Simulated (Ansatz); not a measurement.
Relaxation of a periodic cell of 39 atoms, Ba$_{8}$Ti$_{8}$O$_{22}$F (host BaTiO3, host structure Pm-3m, dopant F, one O atom removed), cell charge -1, to a largest force component of 0.03 eV/Å in at most 60 steps.

The calculation used DFT PBE, scalar-relativistic, plane waves, PAW in Ansatz 0.2.0. Settings: PAW set soft_1, cutoff 420 eV, k mesh 2x2x2, fermi-dirac smearing 0.02 eV, no spin polarisation.

```xyz
39
Lattice="8.0146 0.0000 0.0000 0.0000 8.0146 0.0000 0.0000 0.0000 8.0146" Properties=species:S:1:pos:R:3:forces:R:3
Ba 1.966 2.013 1.946 0.23 -0.62 0.91
Ti 0.023 -0.024 -0.022 0.37 0.23 -0.28
O 2.075 -0.021 0.001 -0.72 -0.04 0.05
O 0.003 1.956 -0.035 0.39 0.89 0.28
O -0.021 -0.047 2.003 0.17 0.35 -0.18
Ba 2.011 1.992 5.989 -0.16 -0.80 -0.52
Ti -0.010 0.031 3.992 -0.12 -0.49 0.41
O 1.979 0.008 4.033 0.35 -0.12 -0.17
O -0.025 2.008 4.059 0.08 0.29 -0.45
O 0.007 0.022 6.006 0.08 -0.22 0.30
Ba 1.974 6.006 1.936 -0.05 0.56 0.87
Ti 0.022 4.023 -0.026 -4.04 -0.21 0.05
F 1.973 3.989 -0.065 0.77 0.04 0.14
O -0.025 6.015 0.010 0.63 -0.65 -0.20
O 0.022 4.030 1.990 0.12 -0.20 -0.26
Ba 1.995 5.953 5.996 -0.30 1.16 -0.50
Ti -0.008 4.020 4.007 0.45 0.20 0.04
O 1.991 4.001 4.007 0.17 0.08 0.44
O 0.012 6.034 4.057 -0.12 -0.50 -0.32
O 0.006 4.034 6.017 0.25 -0.14 0.35
Ba 6.010 1.972 2.019 -0.02 0.22 0.15
Ti 4.086 -0.008 -0.008 -1.28 -0.06 -0.55
O 6.036 -0.032 -0.065 -0.27 0.10 0.57
O 3.978 1.973 0.021 0.07 1.17 -0.29
O 3.983 -0.018 2.081 0.33 -0.15 -1.10
Ba 6.002 1.948 6.048 0.25 0.02 -0.44
Ti 3.965 -0.054 3.980 0.02 1.36 0.52
O 6.043 0.012 4.008 -0.44 -0.22 -0.07
O 3.986 1.974 3.973 0.11 0.80 0.61
O 4.035 0.002 6.009 -0.06 -0.15 0.17
Ba 5.967 6.058 1.996 0.49 -0.34 0.09
Ti 4.001 3.998 0.019 3.58 0.07 1.46
O 6.011 4.013 -0.018 -0.86 -0.13 -0.23
O 3.988 6.010 -0.043 -0.08 -1.18 -0.01
O 3.956 4.012 2.036 -0.43 0.06 -0.81
Ba 5.984 6.008 5.981 0.55 0.33 0.08
Ti 4.024 4.050 4.023 -0.29 -1.18 -1.96
O 5.975 4.020 4.039 -0.29 0.04 0.24
O 3.979 6.008 3.984 0.08 -0.61 0.64
```

Question: Where does it end, and by what steps?

Answer: The forces met the threshold. The force dipped under the threshold on the way, but the program's further checks kept it going. Limits of this set-up: coarse k mesh, no spin, though dangling bonds at a vacancy may carry it, a small cell, in which the defect meets its images, a typed lattice constant that wasn't relaxed here, charged cell in a uniform background, uncorrected. After 5 steps the energy has fallen by 1.574 eV; Ti32 moved furthest, 0.15 Å.

```json
{"step": "0", "energy less start (eV)": "0.0000", "largest force component (eV/Å)": "4.040", "accepted": "yes"}
{"step": "1", "energy less start (eV)": "-1.1021", "largest force component (eV/Å)": "1.153", "accepted": "yes"}
{"step": "2", "energy less start (eV)": "-1.2847", "largest force component (eV/Å)": "2.249", "accepted": "yes"}
{"step": "3", "energy less start (eV)": "-1.5665", "largest force component (eV/Å)": "0.297", "accepted": "yes"}
{"step": "4", "energy less start (eV)": "-1.5742", "largest force component (eV/Å)": "0.030", "accepted": "yes"}
{"step": "5", "energy less start (eV)": "-1.5742", "largest force component (eV/Å)": "0.030", "accepted": "yes"}
```

```xyz
39
Lattice="8.0146 0.0000 0.0000 0.0000 8.0146 0.0000 0.0000 0.0000 8.0146" Properties=species:S:1:pos:R:3
Ba 1.972 1.949 2.024
Ti 0.001 -0.005 -0.003
O 2.000 -0.005 -0.006
O 0.001 2.021 -0.002
O -0.001 -0.005 1.998
Ba 1.964 1.948 5.976
Ti -0.006 -0.005 4.002
O 2.000 -0.005 4.003
O -0.001 2.002 4.003
O -0.003 -0.005 6.007
Ba 1.972 6.055 2.025
Ti -0.120 4.002 -0.012
F 2.026 4.002 -0.036
O 0.002 5.983 -0.002
O -0.001 4.002 1.984
Ba 1.964 6.057 5.975
Ti -0.005 4.002 4.020
O 2.035 4.002 4.055
O -0.001 6.003 4.002
O 0.007 4.002 6.030
Ba 6.034 1.944 2.030
Ti 3.994 -0.005 -0.027
O 5.997 -0.006 -0.006
O 3.983 2.065 -0.067
O 3.996 -0.005 1.993
Ba 6.033 1.946 5.978
Ti 4.000 -0.005 4.014
O 6.002 -0.005 4.002
O 3.997 2.031 4.043
O 3.996 -0.006 6.003
Ba 6.034 6.060 2.029
Ti 4.124 4.002 0.097
O 5.983 4.002 -0.046
O 3.983 5.939 -0.066
O 4.011 4.002 1.984
Ba 6.033 6.058 5.979
Ti 3.996 4.002 3.903
O 5.978 4.002 4.053
O 3.997 5.973 4.043
```

Whether the end is a true minimum wasn't checked by a vibrational analysis.

Time of the run: 62 s on 4 threads of AMD EPYC 7R43 64-Core Processor (Zen 3), on a shared host, peak memory 2.6 GiB.
